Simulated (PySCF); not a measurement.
# C₇H₉F: excited-state relaxation

Aim: compute the excited-state relaxation of C₇H₉F (`C[C@H]1CC=C/C1=C/F`).

Programs: PySCF 2.14.0, with routines of our own; each step states its level. All values are computed. Atoms count from 0.

## Step 1: The system as given

17 atoms, charge 0, multiplicity 1; geometry from: GFN2-xTB.

## Step 2: Optimising the geometry at BHandHLYP/6-31G*

The job: settings as JSON, then the geometry in Å.

```
{"job": {"xc": "BHandHLYP", "basis": "6-31G*", "grid": 1, "kind": "geom"}, "charge": 0, "multiplicity": 1}
C     -1.177300    -1.201336     0.683011
C     -0.641648    -0.208444    -0.348742
C     -0.977739     1.250917     0.021845
C      0.349687     1.882283     0.297192
C      1.362010     1.049704     0.060163
C      0.870839    -0.236736    -0.390088
C      1.633938    -1.257095    -0.763773
F      1.113256    -2.427861    -1.189936
H     -0.892845    -2.215426     0.415126
H     -0.771591    -0.975886     1.667332
H     -2.262786    -1.148679     0.729433
H     -1.049598    -0.471866    -1.328330
H     -1.629618     1.303619     0.896336
H     -1.486585     1.771196    -0.793394
H      0.429740     2.899750     0.639129
H      2.410191     1.263299     0.172728
H      2.713051    -1.265407    -0.777942
```

On the command line:

```sh
$ OMP_NUM_THREADS=1 python excited_run.py task.json out
```

The driver reads the jobs from task.json and runs them one after another.

Standard output:

```text
step   0  E = -371.74810015  max force = 0.011315
step   1  E = -371.74729808  max force = 0.007669
step   2  E = -371.74819002  max force = 0.007318
step   3  E = -371.74854319  max force = 0.002577
step   4  E = -371.74847326  max force = 0.005030
step   5  E = -371.74866678  max force = 0.001000
step   6  E = -371.74860157  max force = 0.002950
step   7  E = -371.74866398  max force = 0.001112
step   8  E = -371.74867981  max force = 0.000391
optimisation converged
```

Wall time 1.7 min (1 thread of Arm Neoverse N1, shared host); peak memory 0.61 GiB.

Along the way: (the energy doesn't fall at every step)

```csv
step,energy from step 0 (eV),largest force component (eV/Å)
0,0.0000,0.5818
1,0.0218,0.3944
2,-0.0024,0.3763
3,-0.0121,0.1325
4,-0.0102,0.2587
5,-0.0154,0.0514
6,-0.0136,0.1517
7,-0.0153,0.0572
8,-0.0158,0.0201
```

Close pairs (by a distance rule), those that changed most:

```csv
bond,before (Å),after (Å),change (Å)
C1–C2,1.543,1.551,+0.009
C4–C5,1.449,1.457,+0.008
C6–F7,1.350,1.343,-0.008
C5–C6,1.328,1.321,-0.007
C2–C3,1.495,1.501,+0.006
C1–H11,1.093,1.088,-0.005
C1–C5,1.513,1.519,+0.005
C6–H16,1.079,1.076,-0.003
```

The end geometry stands in the next job.

```csv
at the end point,value
point group (found at 0.08 Å tolerance),C1
"rotational constants (GHz, main isotopes)","3.396, 1.742, 1.248"
dipole moment (D),1.57
```

## Step 3: Excited-state relaxation: TDA BHandHLYP/6-31G*

The job: settings as JSON, then the geometry in Å.

```
{"job": {"kind": "xopt", "state": "S1", "method": "TDA", "freq": false, "xc": "BHandHLYP", "basis": "6-31G*", "grid": 1}, "charge": 0, "multiplicity": 1}
C     -1.371482    -0.969112     0.751283
C     -0.511131    -0.393599    -0.370353
C     -0.912269     1.055878    -0.750574
C      0.313574     1.873600    -0.463101
C      1.330887     1.128177    -0.040648
C      0.952299    -0.277506     0.018074
C      1.755022    -1.272706     0.349426
F      1.323995    -2.544407     0.362759
H     -1.041094    -1.967894     1.017764
H     -1.311233    -0.343070     1.639243
H     -2.414705    -1.022150     0.446668
H     -0.599940    -1.043670    -1.238089
H     -1.768945     1.398696    -0.169818
H     -1.203341     1.136487    -1.797862
H      0.345940     2.942236    -0.596446
H      2.311720     1.491441     0.217337
H      2.790497    -1.186676     0.629002
```

With the program's defaults for keys left out, this is: TDA BHandHLYP/6-31G* excited-state geometry optimisation, gas phase.

Standard output:

```text
final grid: 63808 points
cycle   1  E = -371.6871153873  dE =  1.460e+00  |g| = 5.152e-01  |ddm| = 3.798e+00
cycle   2  E = -371.7040862758  dE = -1.697e-02  |g| = 4.915e-01  |ddm| = 8.463e-01
cycle   3  E = -371.7476949148  dE = -4.361e-02  |g| = 6.159e-02  |ddm| = 4.747e-01
cycle   4  E = -371.7484479964  dE = -7.531e-04  |g| = 2.995e-02  |ddm| = 8.578e-02
cycle   5  E = -371.7486686833  dE = -2.207e-04  |g| = 6.433e-03  |ddm| = 3.382e-02
cycle   6  E = -371.7486785963  dE = -9.913e-06  |g| = 2.111e-03  |ddm| = 7.971e-03
cycle   7  E = -371.7486797592  dE = -1.163e-06  |g| = 3.428e-04  |ddm| = 2.401e-03
cycle   8  E = -371.7486798074  dE = -4.813e-08  |g| = 1.355e-04  |ddm| = 6.500e-04
cycle   9  E = -371.7486798128  dE = -5.420e-09  |g| = 3.974e-05  |ddm| = 2.055e-04
cycle  10  E = -371.7486798132  dE = -4.108e-10  |g| = 1.737e-05  |ddm| = 7.308e-05
converged SCF energy = -371.7486798132

vertical S1 at the ground-state geometry: 6.4744 eV
step    E(state)/Eh    max force   excitation/eV  root
  0    -371.50520255   0.109518     6.5533      1
  1    -371.52395183   0.028140     5.5767      1
  2    -371.52408101   0.013779     5.6486      1
  3    -371.52607234   0.008256     5.6445      1
  4    -371.52638517   0.006941     5.6016      1
  5    -371.52781460   0.012330     5.4973      1
  6    -371.52994684   0.013970     5.3041      1
  7    -371.53288599   0.022845     4.9033      1
  8    -371.53591410   0.025922     4.2475      1
  9    -371.53897822   0.023602     3.2790      1
 10    -371.53899563   0.051662     3.7748      1
 11    -371.55007221   0.010650     3.3259      1
 12    -371.55493866   0.011237     2.5059      1
 13    -371.56227235   0.013737     1.2691      1
 14    -371.26614018   0.044549     7.8262      1
 15    -371.29307427   0.053036     7.8611      1
 16    -371.56803585   0.034044     0.7415      1
optimisation not converged (near crossing with ground state)
```

Run time: 9.7 min. Hardware: 1 thread of Arm Neoverse N1, shared host; peak memory 0.82 GiB.

Diagnosis: The excited state lay within 0.8 eV of the ground state, the driver's bar for a possible crossing, so it stopped. The remedy is to use a multireference or spin-flip method there. Numbers from the part that failed are no properties of the molecule.

## Step 4: Excited-state relaxation: UKS BHandHLYP/6-31G*

Settings changed since step 3:

```diff
@@ -1,2 +1,2 @@
-{"job": {"kind": "xopt", "state": "S1", "method": "TDA", "freq": false, "xc": "BHandHLYP", "basis": "6-31G*", "grid": 1}, "charge": 0, "multiplicity": 1}
+{"job": {"kind": "xopt", "state": "T1", "method": "UKS", "freq": false, "xc": "BHandHLYP", "basis": "6-31G*", "grid": 1}, "charge": 0, "multiplicity": 1}
 C     -1.371482    -0.969112     0.751283
```

Level: UKS BHandHLYP/6-31G* excited-state geometry optimisation, gas phase.

Standard output:

```text
final grid: 63808 points
cycle   1  E = -371.6871153873  dE =  1.460e+00  |g| = 5.152e-01  |ddm| = 3.798e+00
cycle   2  E = -371.7040862758  dE = -1.697e-02  |g| = 4.915e-01  |ddm| = 8.463e-01
cycle   3  E = -371.7476949148  dE = -4.361e-02  |g| = 6.159e-02  |ddm| = 4.747e-01
cycle   4  E = -371.7484479964  dE = -7.531e-04  |g| = 2.995e-02  |ddm| = 8.578e-02
cycle   5  E = -371.7486686833  dE = -2.207e-04  |g| = 6.433e-03  |ddm| = 3.382e-02
cycle   6  E = -371.7486785963  dE = -9.913e-06  |g| = 2.111e-03  |ddm| = 7.971e-03
cycle   7  E = -371.7486797592  dE = -1.163e-06  |g| = 3.428e-04  |ddm| = 2.401e-03
cycle   8  E = -371.7486798074  dE = -4.813e-08  |g| = 1.355e-04  |ddm| = 6.500e-04
cycle   9  E = -371.7486798128  dE = -5.420e-09  |g| = 3.974e-05  |ddm| = 2.055e-04
cycle  10  E = -371.7486798132  dE = -4.108e-10  |g| = 1.737e-05  |ddm| = 7.308e-05
converged SCF energy = -371.7486798132

vertical T1 at the ground-state geometry: 3.3440 eV
step    E(state)/Eh    max force   <S^2>
  0    -371.62003218   0.179178    2.0252
  1    -371.65727517   0.025477    2.0135
  2    -371.65667566   0.028703    2.0113
  3    -371.66000910   0.015629    2.0108
  4    -371.66037473   0.010417    2.0099
  5    -371.66051099   0.004020    2.0097
  6    -371.66050845   0.006894    2.0097
  7    -371.66061695   0.000939    2.0097
  8    -371.66063752   0.000528    2.0098
  9    -371.66067036   0.001191    2.0099
 10    -371.66070607   0.002169    2.0099
 11    -371.66075172   0.002726    2.0098
 12    -371.66097217   0.005248    2.0101
 13    -371.66108753   0.006204    2.0112
 14    -371.66213067   0.004044    2.0191
 15    -371.66141298   0.018073    2.0365
 16    -371.66288089   0.007022    2.0303
 17    -371.66324492   0.006870    2.0333
 18    -371.66434646   0.005207    2.0409
 19    -371.66583702   0.002679    2.0504
 20    -371.66720660   0.008198    2.0593
 21    -371.66767464   0.020490    2.0654
 22    -371.66868406   0.009898    2.0639
 23    -371.66906084   0.005511    2.0638
 24    -371.66964769   0.003948    2.0635
 25    -371.66995858   0.001715    2.0638
 26    -371.67003048   0.001328    2.0637
 27    -371.67007504   0.000826    2.0636
 28    -371.67008351   0.000543    2.0636
 29    -371.67008694   0.000270    2.0636
optimisation converged
vertical emission -1.6026 eV, adiabatic 2.1386 eV, Stokes shift 4.9466 eV, reorganisation 1.2054 (excited) and 3.7413 eV (ground)
```

It took 10 min on 1 thread of Arm Neoverse N1, shared host; peak memory 0.67 GiB.

From this job:

```csv
quantity,value
"vertical gap at the ground-state geometry, T1",3.34 eV
"adiabatic energy, T1",2.14 eV
"vertical gap at the relaxed geometry, T1",-1.60 eV
"difference of the two gaps, T1",4.95 eV
"geometry moved (RMSD), T1",0.585 Å
```

Bonds of the start that changed most:

```csv
bond,start (Å),end (Å)
C5–C6,1.321,1.454
C4–C5,1.457,1.392
C3–C4,1.330,1.375
C6–F7,1.343,1.347
C1–H11,1.088,1.091
C2–C3,1.501,1.499
```

Mulliken spin populations:

C0 0.02; C1 -0.03; C2 -0.06; C3 0.71; C4 -0.35; C5 0.65; C6 0.96; F7 0.09; H8 0.00; H9 0.00; H10 0.00; H11 0.02; H12 0.03; H13 0.03; H14 -0.04; H15 0.01; H16 -0.04

## Step 5: Outcome

| quantity | value |
| --- | --- |
| point group | C1 |
| rotational constants (main isotopes) | 3.40, 1.74, 1.25 GHz |
| vertical gap at the ground-state geometry, T1 (step 4, UKS BHandHLYP/6-31G*) | 3.34 eV |
| adiabatic energy, T1 (step 4, UKS BHandHLYP/6-31G*) | 2.14 eV |
| vertical gap at the relaxed geometry, T1 (step 4, UKS BHandHLYP/6-31G*) | -1.60 eV |
| difference of the two gaps, T1 (step 4, UKS BHandHLYP/6-31G*) | 4.95 eV |
| runs | 1 failed, 0 ended on unsound input |

In words: Relaxing lowered the energy by 0.016 eV in 8 steps; the close pair that moved most is C1–C2, from 1.543 to 1.551 Å. In step 4 the harmonic model is doubtful. Where no frequencies were run, the relaxed excited state may be a saddle. In step 4 the gap at the relaxed geometry is under 0.8 eV (below zero), where a single closed-shell reference fails, so that gap and differences built on it are unreliable. In step 4 (excited-state relaxation), among the bonds C5–C6 changes most, from 1.321 to 1.454 Å. The atoms move far more than that, so angles or torsions carry the main change.
